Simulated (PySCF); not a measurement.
# FGe2H7Si: the cost of one run

Programs: PySCF 2.14.0, with density-fitted response routines of our own. Each step states its level of theory. These are calculated values for one molecule in the gas phase, unless marked as measured. Atoms count from 0, in the outputs and in this text.

## Step 1: The starting structure

11 atoms, charge 0, multiplicity 1; geometry from: GFN2-xTB. The atoms were then displaced at random by about 0.01 Å, so the start is not that level's minimum.

Bonds of the start (Å): F0–Ge1 1.79, Ge1–Ge2 2.42, Ge2–Si3 2.31, Ge1–H4 1.52, Ge1–H5 1.53, Ge2–H6 1.52, Ge2–H7 1.53, Si3–H8 1.48, Si3–H9 1.49, Si3–H10 1.44.

## Step 2: Optimising the geometry at PBE0-D3(BJ)/def2-SVP

What the job is given:

```
{"job": {"xc": "PBE0", "basis": "def2-SVP", "d3": "d3bj", "grid": 1, "shake": 0.01, "kind": "geom"}, "charge": 0, "multiplicity": 1}
F      1.976660    -1.420200    -0.931260
Ge     1.997540    -0.109340     0.291090
Ge    -0.222100     0.850720     0.331250
Si    -1.953500    -0.452080    -0.481430
H      2.510190    -0.936120     1.458340
H      3.202550     0.673370    -0.232270
H     -0.356720     1.313100     1.776950
H     -0.028500     2.205550    -0.348030
H     -2.236030    -1.555120     0.467910
H     -3.190830     0.376610    -0.553300
H     -1.661160    -0.972320    -1.794930
```

Started as:

```console
OMP_NUM_THREADS=1 python probes_run.py task.json out
```

One launch serves the whole session: the jobs run in the order shown.

**Question.** How long does this first job take on 1 thread of Arm Neoverse N1, shared host, and how much memory does it need?

About 3.2 min, with a peak of 0.55 GiB.
